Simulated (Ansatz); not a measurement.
# CH₄FNSi: a ladder of functionals and wavefunction methods

One table from this session's results is given with a row withheld; the runs are named, their logs left out.

Method: functionals in def2-TZVPP, the program's frozen cores in correlated methods; program: Ansatz 0.2.0, Gaussian basis.

The runs, in order: LDA (SPW92), PBE-D4, revPBE-D4, BLYP-D4, r2SCAN-D4, B97M-V, PBE0-D4, B3LYP-D4, r2SCANh-D4, r2SCAN0-D4, HSE06-D4, BHLYP-D4, CAM-B3LYP-D4, LC-ωPBE, ωB97X-V, ωB97M-V, B2PLYP, PBE-QIDH; CCSD(T)/def2-SVP; CCSD(T)/def2-TZVPP; MP2/def2-QZVPP; extrapolation to the limit; RPA on PBE.

## Structure used throughout

An earlier PBE0-D4 in a triple-zeta def2 set relaxation fixed the geometry.

SMILES `C=N[SiH2]F`, 8 atoms, charge 0, spin multiplicity 1.

Atoms are counted from 1 here; the program's logs count them from 0.

Bond lengths: C1–N2 1.257 Å, C1–H5 1.099 Å, C1–H6 1.096 Å, N2–Si3 1.716 Å, Si3–F4 1.604 Å, Si3–H7 1.478 Å, Si3–H8 1.478 Å. Angles: N2–C1–H5 124.1°, N2–C1–H6 120.2°, H5–C1–H6 115.7°, C1–N2–Si3 129.6°, N2–Si3–F4 113.4°, N2–Si3–H7 107.9°, N2–Si3–H8 107.9°, F4–Si3–H7 107.6°, F4–Si3–H8 107.6°, H7–Si3–H8 112.7°.

The first run:

File in.yaml:

```yaml
crystal:
  periodic: [false, false, false]
  atoms:
    - {symbol: C, position_ang: [-0.614849, 1.387837, -0.112451]}
    - {symbol: N, position_ang: [0.102246, 0.588940, 0.540763]}
    - {symbol: Si, position_ang: [0.539683, -1.031400, 0.183370]}
    - {symbol: F, position_ang: [-0.078237, -1.567510, -1.196332]}
    - {symbol: H, position_ang: [-1.094829, 1.142253, -1.070233]}
    - {symbol: H, position_ang: [-0.795850, 2.401210, 0.264178]}
    - {symbol: H, position_ang: [2.012148, -1.087908, 0.065820]}
    - {symbol: H, position_ang: [0.021886, -1.890623, 1.269088]}
basis:
  gaussian: {orbitals: def2-TZVPP}
hamiltonian: {xc: lda}
output: {orbitals: {seedname: orbitals}}
```

On the command line:

```console
$ ansatz run in.yaml --threads 2 --pin off --events-out ev --progress --plain --max-ram 4352MiB
```

Steps of the session up to this table: LDA; PBE-D4 (GGA); revPBE-D4 (GGA); BLYP-D4 (GGA); r2SCAN-D4 (meta-GGA); B97M-V (meta-GGA); B3LYP-D4 (hybrid); r2SCANh-D4 (hybrid); r2SCAN0-D4 (hybrid); HSE06-D4 (hybrid); BHLYP-D4 (hybrid); CAM-B3LYP-D4 (range-separated); LC-ωPBE (range-separated); ωB97X-V (range-separated); ωB97M-V (range-separated); B2PLYP (double hybrid); PBE-QIDH (double hybrid).

One of the session's tables, all rows but one given; the rest of the session is left out.

It belongs to the step «Frontier levels by functional». 

```
  functional  HOMO (eV)  gap (eV)
 LDA (SPW92)      -6.23      3.63
      PBE-D4      -6.12      3.76
   revPBE-D4      -6.07      3.81
     BLYP-D4      -6.03      3.81
   r2SCAN-D4      -6.39      4.25
      B97M-V      -6.56      4.49
     PBE0-D4          ?         ?
    B3LYP-D4      -7.33      5.84
  r2SCANh-D4      -6.93      5.20
  r2SCAN0-D4      -7.74      6.63
    HSE06-D4      -7.14      5.52
    BHLYP-D4      -8.93      8.91
CAM-B3LYP-D4      -8.98      8.95
     LC-ωPBE     -10.32     11.53
     ωB97X-V      -9.99     11.12
     ωB97M-V      -9.90     10.92
```

**Question.** Estimate the row for PBE0-D4.

As computed: HOMO (eV): -7.55; gap (eV): 6.31. In the column «HOMO (eV)» it lies between r2SCAN0-D4 (-7.74) and B3LYP-D4 (-7.33).
